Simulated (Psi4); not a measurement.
**SnH2F (SMILES [F][SnH2]): USVWN5/def2-TZVPP (core potential)**

Aim: the vertical doublet–quartet gap of SnH2F at USVWN5/def2-TZVPP (core potential), from 2 runs. 

Program for the calculation: Psi4 1.11.

**1. The structure to begin with**

The species is SnH2F (4 atoms), meant as a doublet with charge 0. As SMILES, `[F][SnH2]`. Geometry: relaxed at PBE0-D4/def2-TZVP.

Bond lengths: F1–Sn2 1.932 Å, Sn2–H3 1.726 Å, Sn2–H4 1.726 Å. Angles: F1–Sn2–H3 103.3°, F1–Sn2–H4 103.3°, H3–Sn2–H4 113.3°.

**2. A single-point energy at USVWN5/def2-TZVPP (core potential)**

Input file input.inp:

```
memory 2.2 GB

molecule {
  0 2
  F     -1.552600    -0.190000     0.640700
  Sn     0.028300    -0.242200    -0.468300
  H      1.184100    -1.054400     0.524100
  H      0.395700     1.426200    -0.716700
  symmetry c1
}

set {
  basis                def2-TZVPP
  reference            uks
  puream               true
  e_convergence        1e-09
  d_convergence        1e-08
  scf_type             pk
  dft_radial_points    99
  dft_spherical_points 590
  maxiter              100
}

energy_value, wavefunction = energy('scf', dft_functional={"name": "SVWN5", "x_functionals": {"LDA_X": {}}, "c_functionals": {"LDA_C_VWN": {}}}, return_wfn=True)
print_variables()
```

Command:

```
$ psi4 input.inp input.out -n 1
```

input.out:

```text
[...]
    !!!  WARNING: ECP capability is in beta. Please check occupations closely.  !!!
[...]
  Running in c1 symmetry.
[...]
  Nuclear repulsion =   71.224961374238049
[...]
  Multiplicity = 2
[...]
  Nalpha       = 17
  Nbeta        = 16
[...]
    Number of basis functions: 109
[...]
 WARNING: Atomic UHF is not converging! Try casting from a smaller basis or call Rob at CCMST.
   -------------------------
[...]
   @UKS iter   1:  -314.18019900531601   -1.05840e+00   6.46925e-03 ADIIS/DIIS
[...]
   @UKS iter  13:  -314.38581894622024   -1.93268e-12   3.57681e-09 DIIS
[...]
   @S^2 Observed:                7.508111422E-01
[...]
    Orbital Energies [Eh]
    ---------------------
    Alpha Occupied:
       1A    -24.049357     2A     -4.904866     3A     -3.289776
       4A     -3.287767     5A     -3.284748     6A     -1.037139
       7A     -0.961416     8A     -0.960938     9A     -0.958188
      10A     -0.957165    11A     -0.937190    12A     -0.485941
      13A     -0.357777    14A     -0.346614    15A     -0.335211
      16A     -0.298982    17A     -0.207683
    Alpha Virtual:
      18A     -0.070270    19A     -0.025053    20A      0.001485
      21A      0.067031    22A      0.073169    23A      0.095490
      24A      0.124345    25A      0.143521    26A      0.148095
[...]
  @UKS Final Energy:  -314.38581894622024
   => Energetics <=
    Nuclear Repulsion Energy =             71.2249613742380490
    One-Electron Energy =                -658.9152756448138462
    Two-Electron Energy =                 301.4758716677156372
    DFT Exchange-Correlation Energy =     -28.1713763433601372
    Empirical Dispersion Energy =           0.0000000000000000
    VV10 Nonlocal Energy =                  0.0000000000000000
    Total Energy =                       -314.3858189462202404
[...]
 Multipole Moments:
 ------------------------------------------------------------------------------------
     Multipole            Electronic (a.u.)      Nuclear  (a.u.)        Total (a.u.)
 ------------------------------------------------------------------------------------
 L = 1.  Multiply by 2.5417464519 to convert [e a0] to [Debye]
 Dipole X            :         12.1922369          -11.3966557            0.7955812
 Dipole Y            :         -1.7385643            1.6850364           -0.0535279
 Dipole Z            :        -11.2242187           10.6115281           -0.6126907
 Magnitude           :                                                    1.0055867
[...]
```

Wall time 13 s (1 thread of Intel Xeon Platinum 8375C at 2.90GHz (Ice Lake), shared host); peak memory 0.64 GiB.

**3. The quartet: energy and forces at USVWN5/def2-TZVPP (core potential)**

Input file input.dat:

```
memory 2200 MB

molecule system {
  0 4
  F     -1.552600    -0.190000     0.640700
  Sn     0.028300    -0.242200    -0.468300
  H      1.184100    -1.054400     0.524100
  H      0.395700     1.426200    -0.716700
  units angstrom
  symmetry c1
}

set globals {
  basis def2-TZVPP
  reference uks
  puream true
  e_convergence 1e-09
  d_convergence 1e-08
  scf_type pk
  dft_radial_points 99
  dft_spherical_points 590
  maxiter 100
}

e = gradient('scf', dft_functional={"name": "SVWN5", "x_functionals": {"LDA_X": {}}, "c_functionals": {"LDA_C_VWN": {}}})
```

Command:

```
$ psi4 input.dat output.dat -n 1
```

output.dat, shortened:

```text
[...]
    !!!  WARNING: ECP capability is in beta. Please check occupations closely.  !!!
[...]
  Running in c1 symmetry.
[...]
  Nuclear repulsion =   71.224961374238049
[...]
  Multiplicity = 4
[...]
  Nalpha       = 18
  Nbeta        = 15
[...]
    Number of basis functions: 109
[...]
 WARNING: Atomic UHF is not converging! Try casting from a smaller basis or call Rob at CCMST.
   -------------------------
[...]
   @UKS iter   1:  -313.93228651533673   -8.10485e-01   6.57011e-03 DIIS/ADIIS
[...]
   @UKS iter  15:  -314.16913711248924   -7.95808e-13   7.14260e-09 DIIS
[...]
   @S^2 Observed:                3.753771047E+00
[...]
  @UKS Final Energy:  -314.16913711248924
   => Energetics <=
    Nuclear Repulsion Energy =             71.2249613742380490
    One-Electron Energy =                -658.0003450684610016
    Two-Electron Energy =                 300.7071750268945038
    DFT Exchange-Correlation Energy =     -28.1009284451608181
    Empirical Dispersion Energy =           0.0000000000000000
    VV10 Nonlocal Energy =                  0.0000000000000000
    Total Energy =                       -314.1691371124892385
[...]
 Multipole Moments:
 ------------------------------------------------------------------------------------
     Multipole            Electronic (a.u.)      Nuclear  (a.u.)        Total (a.u.)
 ------------------------------------------------------------------------------------
 L = 1.  Multiply by 2.5417464519 to convert [e a0] to [Debye]
 Dipole X            :         12.0013119          -11.3966557            0.6046562
 Dipole Y            :         -1.5517393            1.6850364            0.1332971
 Dipole Z            :        -10.7291619           10.6115281           -0.1176338
 Magnitude           :                                                    0.6302499
[...]
  -Total Gradient:
     Atom            X                  Y                   Z
    ------   -----------------  -----------------  -----------------
       1        0.041653705151    -0.001664500576    -0.029803625112
       2       -0.012065078830     0.018907506833     0.045463881690
       3       -0.017288083410    -0.000756395478    -0.011763518422
       4       -0.012295435806    -0.016484950502    -0.003896660889
[...]
```

Run time: 23 s. Hardware: 1 thread of Intel Xeon Platinum 8375C at 2.90GHz (Ice Lake), shared host; peak memory 0.64 GiB.

**4. Summary of results**

At USVWN5/def2-TZVPP (core potential):

```
                                        quantity          value
                           doublet: total energy  -314.38582 Eh
                          doublet: dipole moment         2.56 D
     doublet: HOMO energy (highest over α and β)       -5.65 eV
      doublet: LUMO energy (lowest over α and β)       -4.80 eV
                                   doublet: ⟨S²⟩          0.751
                           quartet: total energy  -314.16914 Eh
                          quartet: dipole moment         1.60 D
     quartet: HOMO energy (highest over α and β)       -2.56 eV
                                   quartet: ⟨S²⟩          3.754
               quartet: largest force on an atom     2.635 eV/Å
vertical energy of the quartet above the doublet       5.896 eV
```

At this shape the quartet lies 5.90 eV (569 kJ/mol) above the doublet.
